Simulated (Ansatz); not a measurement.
**CH7BSSi: basis-set convergence**

How large a basis does CH7BSSi need? Two functionals are run in growing sets.

The runs use Ansatz 0.2.0, Gaussian basis; one geometry, several basis sets.

Levels to be run: PBE0-D4/def2-SVP; ωB97M-V/def2-SVP; PBE0-D4/def2-QZVPP; ωB97M-V/def2-QZVPP; the functionals' def2-TZVPP values are taken from earlier runs.

### Step 1. Structure used throughout

The geometry comes from an earlier relaxation with PBE0-D4 in a triple-zeta def2 set; it is a stationary point, not always the lowest conformer.

11 atoms, charge 0, spin multiplicity 1.

Atoms are counted from 1 here; the program's logs count them from 0.

Bond lengths: B1–C2 1.555 Å, B1–S3 2.074 Å, B1–H5 1.200 Å, B1–H6 1.195 Å, C2–S3 1.857 Å, C2–H7 1.087 Å, C2–H8 1.086 Å, S3–Si4 2.160 Å, Si4–H9 1.481 Å, Si4–H10 1.485 Å, Si4–H11 1.481 Å. Angles: C2–B1–S3 59.5°, C2–B1–H5 118.9°, C2–B1–H6 119.8°, S3–B1–H5 109.0°, S3–B1–H6 108.3°, H5–B1–H6 120.4°, B1–C2–S3 74.3°, B1–C2–H7 120.5°, B1–C2–H8 122.3°, S3–C2–H7 106.9°, S3–C2–H8 111.1°, H7–C2–H8 112.5°, B1–S3–C2 46.2°, B1–S3–Si4 95.3°, C2–S3–Si4 100.7°, S3–Si4–H9 107.9°, S3–Si4–H10 108.3°, S3–Si4–H11 108.7° and more.

Geometry (Å):

| atom | x (Å) | y (Å) | z (Å) |
| --- | --- | --- | --- |
| B1 | -0.41773 | 1.40605 | 0.33596 |
| C2 | -1.25065 | 0.16264 | 0.75831 |
| S3 | 0.51601 | -0.26121 | 1.14209 |
| Si4 | 1.15698 | -1.06885 | -0.75602 |
| H5 | -0.08938 | 1.52154 | -0.81289 |
| H6 | -0.28366 | 2.31743 | 1.09765 |
| H7 | -1.78973 | 0.15416 | 1.70197 |
| H8 | -1.66947 | -0.52936 | 0.03390 |
| H9 | 0.00835 | -1.00467 | -1.68810 |
| H10 | 1.57656 | -2.47788 | -0.54661 |
| H11 | 2.30813 | -0.27686 | -1.24566 |

### Step 2. PBE0-D4 in def2-SVP

The input, in.yaml:

```yaml
crystal:
  periodic: [false, false, false]
  atoms:
    - {symbol: B, position_ang: [-0.417733, 1.406048, 0.335959]}
    - {symbol: C, position_ang: [-1.250654, 0.162644, 0.758308]}
    - {symbol: S, position_ang: [0.516006, -0.261215, 1.142091]}
    - {symbol: Si, position_ang: [1.156983, -1.068846, -0.756020]}
    - {symbol: H, position_ang: [-0.089378, 1.521544, -0.812893]}
    - {symbol: H, position_ang: [-0.283659, 2.317434, 1.097653]}
    - {symbol: H, position_ang: [-1.789729, 0.154156, 1.701971]}
    - {symbol: H, position_ang: [-1.669471, -0.529356, 0.033899]}
    - {symbol: H, position_ang: [0.008348, -1.004671, -1.688096]}
    - {symbol: H, position_ang: [1.576563, -2.477881, -0.546615]}
    - {symbol: H, position_ang: [2.308126, -0.276858, -1.245656]}
basis:
  gaussian: {orbitals: def2-SVP}
hamiltonian: {xc: pbe0, dispersion: d4}
output: {orbitals: {seedname: orbitals}}
```

Command:

```
$ ansatz run in.yaml --threads 2 --pin off --events-out ev --progress --plain --max-ram 4352MiB
```

Standard output:

```text
Functional definition: PBE0
  name "PBE0"
  cite "Adamo & Barone, J. Chem. Phys. 110, 6158 (1999) doi:10.1063/1.478522"
  cite "Perdew, Burke & Ernzerhof, Phys. Rev. Lett. 77, 3865 (1996) doi:10.1103/PhysRevLett.77.3865"
  parent pbe
  parameter a = 0.25
  parameter kappa = 0.804
  parameter beta = 0.06672455060314922
  exchange = (1 - a)*pbe_x(kappa = kappa, mu = beta*pi^2/3) + a*exact_x
  correlation = pbe_c(beta = beta)
1122 factors; their error is unknown
mean field evaluation 1: about -20518.6879 eV, gradient 4.1e1 eV
mean field evaluation 2: about -20514.8514 eV, gradient 5.4e1 eV
mean field evaluation 4: about -20523.5147 eV, gradient 1.7e0 eV
mean field evaluation 8: about -20523.6229 eV, gradient 3.7e-2 eV
mean field -20523.62290321 eV, -754.2292302818 hartree, gradient 4.2e-5 eV, S^2 0.000000; 0 other end points of the search recorded, 0 dependent functions left out
reference -20523.62293087 eV, -754.2292312983 hartree; 24, 24 occupied and 75, 75 virtual orbitals, 1122 factors
Total energy: -20523.84428089 eV, -754.2373657614 hartree
```

Wall time 1.3 s (2 threads of Arm Neoverse V2, shared host).

### Step 3. ωB97M-V in def2-SVP

in.yaml, as its differences from that of step 2:

```diff
@@ -16,3 +16,3 @@
   gaussian: {orbitals: def2-SVP}
-hamiltonian: {xc: pbe0, dispersion: d4}
+hamiltonian: {xc: {name: wB97M-V}}
 output: {orbitals: {seedname: orbitals}}
```

Same command.

Standard output, shortened:

```text
Functional definition: wB97M-V
  name "wB97M-V"
  cite "Mardirossian & Head-Gordon, J. Chem. Phys. 144, 214110 (2016) doi:10.1063/1.4952647"
  cite "Becke, J. Chem. Phys. 107, 8554 (1997) doi:10.1063/1.475007"
  cite "Vydrov & Van Voorhis, J. Chem. Phys. 133, 244103 (2010) doi:10.1063/1.3521275"
  # Of w^i u^j: cxij and so on, Table III.
[...]
  gx(w, u) = 1 - cx + cx01*u + cx10*w
  gss(w, u) = css00 + css04*u^4 + css10*w + css20*w^2 + css43*w^4*u^3
  gos(w, u) = cos00 + cos10*w + (cos20 + cos21*u)*w^2 + (cos60 + cos61*u)*w^6
[...]
      + integral(e_c_pw_mod_opposite_spin*gos(b97_w_opposite, b97_u_opposite)) + vv10(b, c)
1119 factors; their error is unknown
339 factors; integrals over basis functions are off by at most 8.9e-6 eV
[...]
mean field -20530.47119228 eV, -754.4809002631 hartree, gradient 1.6e-5 eV, S^2 0.000000; 0 other end points of the search recorded, 0 dependent functions left out
reference -20530.47123611 eV, -754.4809018740 hartree; 24, 24 occupied and 75, 75 virtual orbitals, 1119 factors
Total energy: -20530.47123611 eV, -754.4809018740 hartree
```

Run time: 6 s. Hardware: 2 threads of Arm Neoverse V2, shared host; peak memory 0.29 GiB.

### Step 4. PBE0-D4 in def2-QZVPP

in.yaml, as its differences from that of step 3:

```diff
@@ -15,4 +15,4 @@
 basis:
-  gaussian: {orbitals: def2-SVP}
-hamiltonian: {xc: {name: wB97M-V}}
+  gaussian: {orbitals: "def2-QZVPP.json"}
+hamiltonian: {xc: pbe0, dispersion: d4}
 output: {orbitals: {seedname: orbitals}}
```

Same command.

Standard output:

```text
Functional definition: PBE0
  name "PBE0"
  cite "Adamo & Barone, J. Chem. Phys. 110, 6158 (1999) doi:10.1063/1.478522"
  cite "Perdew, Burke & Ernzerhof, Phys. Rev. Lett. 77, 3865 (1996) doi:10.1103/PhysRevLett.77.3865"
  parent pbe
  parameter a = 0.25
  parameter kappa = 0.804
  parameter beta = 0.06672455060314922
  exchange = (1 - a)*pbe_x(kappa = kappa, mu = beta*pi^2/3) + a*exact_x
  correlation = pbe_c(beta = beta)
1567 factors; their error is unknown
mean field evaluation 1: about -20525.4484 eV, gradient 5.4e1 eV
mean field evaluation 2: about -20515.9202 eV, gradient 7.8e1 eV
mean field evaluation 4: about -20532.8679 eV, gradient 3.3e0 eV
mean field evaluation 8: about -20532.8952 eV, gradient 3.5e-2 eV
mean field evaluation 16: about -20532.9106 eV, gradient 7.7e-5 eV
mean field -20532.91061782 eV, -754.5705474983 hartree, gradient 7.7e-5 eV, S^2 0.000000; 0 other end points of the search recorded, 0 dependent functions left out
reference -20532.91066070 eV, -754.5705490739 hartree; 24, 24 occupied and 440, 440 virtual orbitals, 1567 factors
Total energy: -20533.13201071 eV, -754.5786835370 hartree
```

Run time: 12 s. Hardware: 2 threads of Arm Neoverse V2, shared host; peak memory 1.5 GiB.

### Step 5. ωB97M-V in def2-QZVPP

in.yaml, as its differences from that of step 4:

```diff
@@ -16,3 +16,3 @@
   gaussian: {orbitals: "def2-QZVPP.json"}
-hamiltonian: {xc: pbe0, dispersion: d4}
+hamiltonian: {xc: {name: wB97M-V}}
 output: {orbitals: {seedname: orbitals}}
```

Launched as before.

Standard output, shortened:

```text
Functional definition: wB97M-V
  name "wB97M-V"
  cite "Mardirossian & Head-Gordon, J. Chem. Phys. 144, 214110 (2016) doi:10.1063/1.4952647"
  cite "Becke, J. Chem. Phys. 107, 8554 (1997) doi:10.1063/1.475007"
  cite "Vydrov & Van Voorhis, J. Chem. Phys. 133, 244103 (2010) doi:10.1063/1.3521275"
  # Of w^i u^j: cxij and so on, Table III.
[...]
  gx(w, u) = 1 - cx + cx01*u + cx10*w
  gss(w, u) = css00 + css04*u^4 + css10*w + css20*w^2 + css43*w^4*u^3
  gos(w, u) = cos00 + cos10*w + (cos20 + cos21*u)*w^2 + (cos60 + cos61*u)*w^6
[...]
      + integral(e_c_pw_mod_opposite_spin*gos(b97_w_opposite, b97_u_opposite)) + vv10(b, c)
1519 factors; their error is unknown
400 factors; integrals over basis functions are off by at most 8.4e-6 eV
[...]
mean field -20539.87072381 eV, -754.8263266757 hartree, gradient 3.5e-5 eV, S^2 0.000000; 0 other end points of the search recorded, 0 dependent functions left out
reference -20539.87079397 eV, -754.8263292538 hartree; 24, 24 occupied and 440, 440 virtual orbitals, 1519 factors
Total energy: -20539.87079397 eV, -754.8263292538 hartree
```

It took 28 s on 2 threads of Arm Neoverse V2, shared host; peak memory 1.8 GiB.

### Step 6. Density functionals: the series

The def2-TZVPP values come from earlier runs at the same geometry.

| functional | basis | functions | energy (eV) | from the largest (eV) | HOMO (eV) | LUMO (eV) |
| --- | --- | --- | --- | --- | --- | --- |
| PBE0-D4 | def2-SVP | 99 | -20523.8443 | 9.288 | -7.91 | -0.10 |
| PBE0-D4 | def2-TZVPP | 244 | -20532.4246 | 0.707 | -7.90 | -0.36 |
| PBE0-D4 | def2-QZVPP | 464 | -20533.1320 | 0.000 | -7.91 | -0.46 |
| ωB97M-V | def2-SVP | 99 | -20530.4712 | 9.400 | -10.01 | 1.91 |
| ωB97M-V | def2-TZVPP | 244 | -20539.2085 | 0.662 | -10.03 | 1.45 |
| ωB97M-V | def2-QZVPP | 464 | -20539.8708 | 0.000 | -10.04 | 1.13 |

### Step 7. What came out

| quantity | value |
| --- | --- |
| PBE0-D4: double and triple zeta above quadruple | 9.29, 0.71 eV |
| ωB97M-V: double and triple zeta above quadruple | 9.40, 0.66 eV |

In words: For PBE0-D4 the step from double to triple zeta gains 8.58 eV and the next only 0.71 eV. These are total energies; as a rule much of such shifts cancels in differences, which this series doesn't test. The LUMO of ωB97M-V is positive and keeps falling with the basis (1.91 to 1.13 eV): an unbound level that the basis holds in place.

For PBE0-D4 the largest set took about 9 times as long as the smallest (12 s against 1.3 s).
